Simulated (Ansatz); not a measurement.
This script for Ansatz 0.2.0, Python API starts 8 runs on CH6BrNSi, SMILES C[SiH](N)Br. What input does the engine get in each?

`ch6brnsi_scan.py`:
```python
"""Stretching a bond of CH6BrNSi, the rest held rigid."""

import logging
import sys
import warnings

import ansatz as az
import matplotlib.pyplot as plt
import numpy as np

logging.basicConfig(stream=sys.stdout, format="%(levelname)s %(message)s")
log = logging.getLogger("ansatz_job")
log.setLevel(logging.INFO)

GEOMETRY = """
C    -0.87870    0.96600   -0.42700
Si   -0.09030   -0.55890    0.01690
N     1.48160   -0.29910    0.50710
Br    0.07830   -1.90770   -1.71460
H    -0.41230    1.51360   -1.27840
H    -0.96210    1.72140    0.40520
H    -1.93270    0.83470   -0.75250
H    -0.71590   -1.21670    1.14090
H     1.52440    0.09350    1.50710
H     1.99080   -1.19790    0.59830
"""

warnings.simplefilter("ignore", az.DeckWarning)

mol = az.Crystal.molecule()
for line in GEOMETRY.strip().splitlines():
    symbol, *xyz = line.split()
    mol = mol.atom(symbol, [float(v) for v in xyz])

symbols = [site.symbol for site in mol.cartesian_sites]
start = np.array([site.position_ang for site in mol.cartesian_sites])
axis = (start[7] - start[1]) / np.linalg.norm(start[7] - start[1])
moving = [7]
lengths, energies = [1.23, 1.33, 1.44, 1.59, 1.81, 2.17, 2.6, 3.18], []
for length in lengths:
    xyz = start.copy()
    xyz[moving] += (length - np.linalg.norm(start[7] - start[1])) * axis
    point = az.Crystal.molecule()
    for symbol, place in zip(symbols, xyz):
        point = point.atom(symbol, place.tolist())
    base = (
        point.calculation()
        .basis(gaussian="def2-SVP")
        .functional("r2SCAN", dispersion="d3bj")
        .spin("collinear")
    )
    rep = base.run().report
    energies.append(rep["free_energy_ev"])
    log.info(f"r = {length:6.3f} A  E = {energies[-1]:.5f} eV  <S^2> = {abs(rep['mean_field']['state']['spin_squared']):.3f}")

print("energy above the lowest point (eV):", [round(e - min(energies), 3) for e in energies])
plt.figure(figsize=(4.5, 3))
plt.plot(lengths, np.array(energies) - min(energies), "o-")
plt.xlabel("bond length (A)")
plt.ylabel("E - E(min) (eV)")
plt.tight_layout()
plt.savefig("scan.png", dpi=100)
```

Run 1:
```yaml
crystal:
  periodic: [false, false, false]
  atoms:
    - { symbol: C, position_ang: [-0.8787, 0.966, -0.427] }
    - { symbol: Si, position_ang: [-0.0903, -0.5589, 0.0169] }
    - { symbol: "N", position_ang: [1.4816, -0.2991, 0.5071] }
    - { symbol: Br, position_ang: [0.0783, -1.9077, -1.7146] }
    - { symbol: H, position_ang: [-0.4123, 1.5136, -1.2784] }
    - { symbol: H, position_ang: [-0.9621, 1.7214, 0.4052] }
    - { symbol: H, position_ang: [-1.9327, 0.8347, -0.7525] }
    - { symbol: H, position_ang: [-0.6228907038661126, -1.1189034606827506, 0.97379250502799] }
    - { symbol: H, position_ang: [1.5244, 0.0935, 1.5071] }
    - { symbol: H, position_ang: [1.9908, -1.1979, 0.5983] }
basis:
  gaussian:
    orbitals: def2-SVP
hamiltonian:
  xc: r2scan
  dispersion: d3bj
magnetization:
  spin_polarized: true
```

Run 2, against run 1:
```diff
-    - { symbol: H, position_ang: [-0.6228907038661126, -1.1189034606827506, 0.97379250502799] }
+    - { symbol: H, position_ang: [-0.6661907610909998, -1.1644321973236247, 1.0515886436481519] }
```

Run 3, against run 1:
```diff
-    - { symbol: H, position_ang: [-0.6228907038661126, -1.1189034606827506, 0.97379250502799] }
+    - { symbol: H, position_ang: [-0.7138208240383757, -1.2145138076285862, 1.1371643961303297] }
```

Run 4, against run 1:
```diff
-    - { symbol: H, position_ang: [-0.6228907038661126, -1.1189034606827506, 0.97379250502799] }
+    - { symbol: H, position_ang: [-0.7787709098757065, -1.2828069125898973, 1.2538586040605726] }
```

Run 5, against run 1:
```diff
-    - { symbol: H, position_ang: [-0.6228907038661126, -1.1189034606827506, 0.97379250502799] }
+    - { symbol: H, position_ang: [-0.8740310357704584, -1.38297013319982, 1.4250101090249285] }
```

Run 6, against run 1:
```diff
-    - { symbol: H, position_ang: [-0.6228907038661126, -1.1189034606827506, 0.97379250502799] }
+    - { symbol: H, position_ang: [-1.0299112417800522, -1.5468735851069666, 1.7050762080575108] }
```

Run 7, against run 1:
```diff
-    - { symbol: H, position_ang: [-0.6228907038661126, -1.1189034606827506, 0.97379250502799] }
+    - { symbol: H, position_ang: [-1.2161014878470673, -1.742647152662725, 2.0395996041242066] }
```

Run 8, against run 1:
```diff
-    - { symbol: H, position_ang: [-0.6228907038661126, -1.1189034606827506, 0.97379250502799] }
+    - { symbol: H, position_ang: [-1.467241819751413, -2.0067138251797942, 2.490817208121145] }
```

```console
$ python ch6brnsi_scan.py
INFO r =  1.230 A  E = -80534.49148 eV  <S^2> = 0.000
INFO r =  1.330 A  E = -80535.12536 eV  <S^2> = 0.000
INFO r =  1.440 A  E = -80535.41813 eV  <S^2> = 0.000
INFO r =  1.590 A  E = -80535.40216 eV  <S^2> = 0.000
INFO r =  1.810 A  E = -80534.95542 eV  <S^2> = 0.000
INFO r =  2.170 A  E = -80533.92273 eV  <S^2> = 0.000
INFO r =  2.600 A  E = -80532.78538 eV  <S^2> = 0.059
INFO r =  3.180 A  E = -80532.05288 eV  <S^2> = 0.705
energy above the lowest point (eV): [0.927, 0.293, 0.0, 0.016, 0.463, 1.495, 2.633, 3.365]
```

Total energies depend on the basis set; only differences at equal settings carry meaning. The rest of the molecule is held rigid at a force-field or estimated start geometry, and the basis set is modest; single-reference methods fail as a bond breaks. The expectation value of S² is noticeably off S(S+1) in at least one run, so that state is spin-contaminated. A dispersion term here runs with damping parameters fitted for another variant or functional. The script silences the warnings on its input, which a real study should read. Hardware and time: 2 min on 1 thread of Intel(R) Xeon(R) Processor @ 2.30GHz, on a shared host, peak memory 0.46 GiB.
